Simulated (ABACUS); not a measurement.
Ta4NiO11: single point with PBE

The system is Ta4NiO11.

```
Ta Ni O
1.0
     0.00000    4.86715    4.86715
     4.86715    0.00000    4.86715
     4.86715    4.86715    0.00000
Ta Ni O
4 1 11
Direct
  0.63007 0.10980 0.63007
  0.63007 0.63007 0.63007
  0.10980 0.63007 0.63007
  0.63007 0.63007 0.10980
  0.00000 0.00000 0.00000
  0.25000 0.25000 0.25000
  0.84346 0.46962 0.84346
  0.84346 0.84346 0.84346
  0.46962 0.84346 0.84346
  0.84346 0.84346 0.46962
  0.30023 0.69977 0.69977
  0.69977 0.30023 0.30023
  0.69977 0.69977 0.30023
  0.30023 0.30023 0.69977
  0.30023 0.69977 0.30023
  0.69977 0.30023 0.69977
```

The cell was built by a generator and needn't be a form met in nature.

```json
{
  "Program": "ABACUS 3.10.1",
  "Task": "single point",
  "Functional": "PBE",
  "Potentials or basis": "PseudoDojo NC SR 0.4.1 PBE standard",
  "Cutoff": "1361 eV",
  "Density cutoff": "5442 eV",
  "Basis": "DZP LCAO (the cutoffs set its grid)",
  "k mesh": "4 × 4 × 4",
  "Occupations": "fermi-dirac, width 0.05 eV",
  "Spin": "collinear spin, ferromagnetic start",
  "Starting moments": "[0.0, 0.0, 0.0, 0.0, 1.0, 0.0, 0.0, 0.0, 0.0, 0.0, 0.0, 0.0, 0.0, 0.0, 0.0, 0.0] μB"
}
```

The pressure is 0.2 GPa. The largest force is 0.107 eV/Å, the band gap on the k mesh is none (metal or under the smearing width) and the net moment is 1.04 μB per cell. The absolute moment is 1.16 μB per cell, the site moments are Ta -0.01, -0.00; Ni +1.08; O -0.03, +0.00, -0.00 μB and the mulliken charges are Ta +1.40, +1.41, +1.45; Ni +0.62; O -0.67, -0.62, -0.51, -0.52, -0.53 e.

Forces in eV/Å, atoms in the order of the input:
```
Ta   0.023 -0.024  0.023
Ta  -0.024 -0.024 -0.024
Ta  -0.024  0.023  0.023
Ta   0.023  0.023 -0.024
Ni   0.000  0.000  0.000
O    0.000  0.000  0.000
O   -0.055  0.055 -0.055
O    0.056  0.056  0.056
O    0.055 -0.055 -0.055
O   -0.055 -0.055  0.055
O    0.107  0.001  0.001
O   -0.106  0.000  0.000
O    0.001  0.001  0.107
O    0.000  0.000 -0.106
O    0.000 -0.106  0.000
O    0.001  0.107  0.001
```

Levels at points of the mesh, in eV from the Fermi level:
Spin up:
```
           k point  band 66  band 67  band 68  band 69  band 70  band 71  band 72  band 73
(0.00, 0.00, 0.00)    -0.96    -0.19    -0.19    -0.04    -0.04    -0.04     0.44     1.01
(0.50, 0.00, 0.00)    -0.96    -0.17    -0.05    -0.05     0.85     0.85     0.90     1.34
(0.50, 0.50, 0.00)    -0.95    -0.18    -0.05    -0.05     1.21     1.39     1.39     1.47
(0.50, 0.50, 0.50)    -0.96    -0.17    -0.05    -0.05     0.85     0.85     0.90     1.34
```
Spin down:
```
           k point  band 66  band 67  band 68  band 69  band 70  band 71
(0.00, 0.00, 0.00)    -0.13    -0.13    -0.13     0.03     0.03     0.03
(0.50, 0.00, 0.00)    -0.13    -0.06     0.02     0.02     0.84     0.84
(0.50, 0.50, 0.00)    -0.12    -0.09     0.01     0.01     1.22     1.39
(0.50, 0.50, 0.50)    -0.13    -0.06     0.02     0.02     0.84     0.84
```

It took 2.5 min on 8 MPI ranks on Intel(R) Xeon(R) 6975P-C (Granite Rapids), on a shared host, peak memory 2.6 GiB a rank.

Caveat: the atomic orbitals were generated for these runs and aren't a published set; Mulliken charges move with the basis; the basis of atomic orbitals isn't converged, which shifts pressures, moduli and gaps; a cell with one magnetic atom can't hold antiferromagnetic order, which such compounds often take; semilocal functionals often make such compounds metallic where correlation or magnetic order opens a gap, which also shifts bond lengths. Spin-orbit coupling is left out, which matters for the levels of Ta.
